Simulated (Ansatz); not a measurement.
# SbW17S36 (Tungstenite): the cost of one run

Method: DFT, PBE, plane-wave PAW, default files, scalar-relativistic, as far as a step names no other, in Ansatz 0.2.0.

The COD entry's cell or inner coordinates are ideal or old and differ from later refinements, so a difference from it is no clean test against experiment.

## 1. The starting structure

It takes space group P-6m2 (No. 187, hexagonal). Conventional cell: a = 9.540 Å, b = 9.540 Å, c = 12.500 Å, α = 90.00°, β = 90.00°, γ = 120.00°. Sb (site symmetry -6m2) is surrounded by 6 S at 2.41 Å. Around W (site symmetry m) lie 6 S at 2.41 Å. W (site symmetry -6m2) is surrounded by 6 S at 2.41 Å. W (site symmetry mm2) has 6 S at 2.41 Å as nearest neighbours. S (site symmetry 3m) has 3 W at 2.41 Å as nearest neighbours. Only part of the 14 independent sites is listed.

As a file:

```cif
data_structure
_symmetry_space_group_name_H-M 'P-6m2'
_symmetry_Int_Tables_number 187
_cell_length_a 9.5400
_cell_length_b 9.5400
_cell_length_c 12.5000
_cell_angle_alpha 90.000
_cell_angle_beta 90.000
_cell_angle_gamma 120.000
_cell_volume 985.23
loop_
_atom_site_label
_atom_site_type_symbol
_atom_site_symmetry_multiplicity
_atom_site_Wyckoff_symbol
_atom_site_fract_x
_atom_site_fract_y
_atom_site_fract_z
_atom_site_occupancy
Sb1 Sb 1 a 0.00000 0.00000 0.00000 1
W1 W 6 l 0.00000 0.33333 0.00000 1
W2 W 1 c 0.33333 0.66667 0.00000 1
W3 W 1 e 0.66667 0.33333 0.00000 1
W4 W 3 k 0.11111 0.88889 0.50000 1
W5 W 3 k 0.11111 0.55556 0.50000 1
W6 W 3 k 0.44444 0.22222 0.50000 1
S1 S 2 g 0.00000 0.00000 0.37500 1
S2 S 12 o 0.00000 0.33333 0.37500 1
S3 S 2 h 0.33333 0.66667 0.37500 1
S4 S 2 i 0.66667 0.33333 0.37500 1
S5 S 6 n 0.11111 0.88889 0.87500 1
S6 S 6 n 0.11111 0.55556 0.87500 1
S7 S 6 n 0.44444 0.22222 0.87500 1
```

Atom 1 of the input is the impurity.

## 2. First run, atoms as given

input.yaml reads:

```yaml
crystal:
  lattice:
    - [9.54, 0.0, 0.0]
    - [-4.77, 8.261882352, 0.0]
    - [0.0, 0.0, 12.5]
  atoms:
    - { symbol: Sb, position: [0.1111111111, 0.2222222222, 0.25] }
    - { symbol: W, position: [0.1111111111, 0.5555555556, 0.25] }
    - { symbol: W, position: [0.1111111111, 0.8888888889, 0.25] }
    - { symbol: W, position: [0.4444444444, 0.2222222222, 0.25] }
    - { symbol: W, position: [0.4444444444, 0.5555555556, 0.25] }
    - { symbol: W, position: [0.4444444444, 0.8888888889, 0.25] }
    - { symbol: W, position: [0.7777777778, 0.2222222222, 0.25] }
    - { symbol: W, position: [0.7777777778, 0.5555555556, 0.25] }
    - { symbol: W, position: [0.7777777778, 0.8888888889, 0.25] }
    - { symbol: W, position: [0.2222222222, 0.1111111111, 0.75] }
    - { symbol: W, position: [0.2222222222, 0.4444444444, 0.75] }
    - { symbol: W, position: [0.2222222222, 0.7777777778, 0.75] }
    - { symbol: W, position: [0.5555555556, 0.1111111111, 0.75] }
    - { symbol: W, position: [0.5555555556, 0.4444444444, 0.75] }
    - { symbol: W, position: [0.5555555556, 0.7777777778, 0.75] }
    - { symbol: W, position: [0.8888888889, 0.1111111111, 0.75] }
    - { symbol: W, position: [0.8888888889, 0.4444444444, 0.75] }
    - { symbol: W, position: [0.8888888889, 0.7777777778, 0.75] }
    - { symbol: S, position: [0.1111111111, 0.2222222222, 0.625] }
    - { symbol: S, position: [0.1111111111, 0.5555555556, 0.625] }
    - { symbol: S, position: [0.1111111111, 0.8888888889, 0.625] }
    - { symbol: S, position: [0.4444444444, 0.2222222222, 0.625] }
    - { symbol: S, position: [0.4444444444, 0.5555555556, 0.625] }
    - { symbol: S, position: [0.4444444444, 0.8888888889, 0.625] }
    - { symbol: S, position: [0.7777777778, 0.2222222222, 0.625] }
    - { symbol: S, position: [0.7777777778, 0.5555555556, 0.625] }
    - { symbol: S, position: [0.7777777778, 0.8888888889, 0.625] }
    - { symbol: S, position: [0.2222222222, 0.1111111111, 0.125] }
    - { symbol: S, position: [0.2222222222, 0.4444444444, 0.125] }
    - { symbol: S, position: [0.2222222222, 0.7777777778, 0.125] }
    - { symbol: S, position: [0.5555555556, 0.1111111111, 0.125] }
    - { symbol: S, position: [0.5555555556, 0.4444444444, 0.125] }
    - { symbol: S, position: [0.5555555556, 0.7777777778, 0.125] }
    - { symbol: S, position: [0.8888888889, 0.1111111111, 0.125] }
    - { symbol: S, position: [0.8888888889, 0.4444444444, 0.125] }
    - { symbol: S, position: [0.8888888889, 0.7777777778, 0.125] }
    - { symbol: S, position: [0.1111111111, 0.2222222222, 0.875] }
    - { symbol: S, position: [0.1111111111, 0.5555555556, 0.875] }
    - { symbol: S, position: [0.1111111111, 0.8888888889, 0.875] }
    - { symbol: S, position: [0.4444444444, 0.2222222222, 0.875] }
    - { symbol: S, position: [0.4444444444, 0.5555555556, 0.875] }
    - { symbol: S, position: [0.4444444444, 0.8888888889, 0.875] }
    - { symbol: S, position: [0.7777777778, 0.2222222222, 0.875] }
    - { symbol: S, position: [0.7777777778, 0.5555555556, 0.875] }
    - { symbol: S, position: [0.7777777778, 0.8888888889, 0.875] }
    - { symbol: S, position: [0.2222222222, 0.1111111111, 0.375] }
    - { symbol: S, position: [0.2222222222, 0.4444444444, 0.375] }
    - { symbol: S, position: [0.2222222222, 0.7777777778, 0.375] }
    - { symbol: S, position: [0.5555555556, 0.1111111111, 0.375] }
    - { symbol: S, position: [0.5555555556, 0.4444444444, 0.375] }
    - { symbol: S, position: [0.5555555556, 0.7777777778, 0.375] }
    - { symbol: S, position: [0.8888888889, 0.1111111111, 0.375] }
    - { symbol: S, position: [0.8888888889, 0.4444444444, 0.375] }
    - { symbol: S, position: [0.8888888889, 0.7777777778, 0.375] }
total_charge: 1
kpoints:
  mp_grid: { grid: [3, 3, 2] }
scf:
  occupations: { method: fermi_dirac, width: 0.01 }
hamiltonian:
  xc: pbe
  pseudopotentials: { kind: paw }
output:
  forces: true
  stress: true
  populations: true
  efg:
    quadrupole_moments_barn: { Sb: -0.543, S: -0.0694 }
    contact_densities: true
  write_density: true
  write_potential: true
  elf: true
  volumetric_format: npy
```

Run with:

```
$ ansatz run input.yaml --threads 4 --pin off --max-ram 8192MiB --backend cpu --events-out ev --progress --plain --runs-dir out
```

What time and memory should one allow on 4 threads of Intel Xeon 6975P-C (Granite Rapids), shared host?

About 52 s, with a peak of 5.5 GiB.
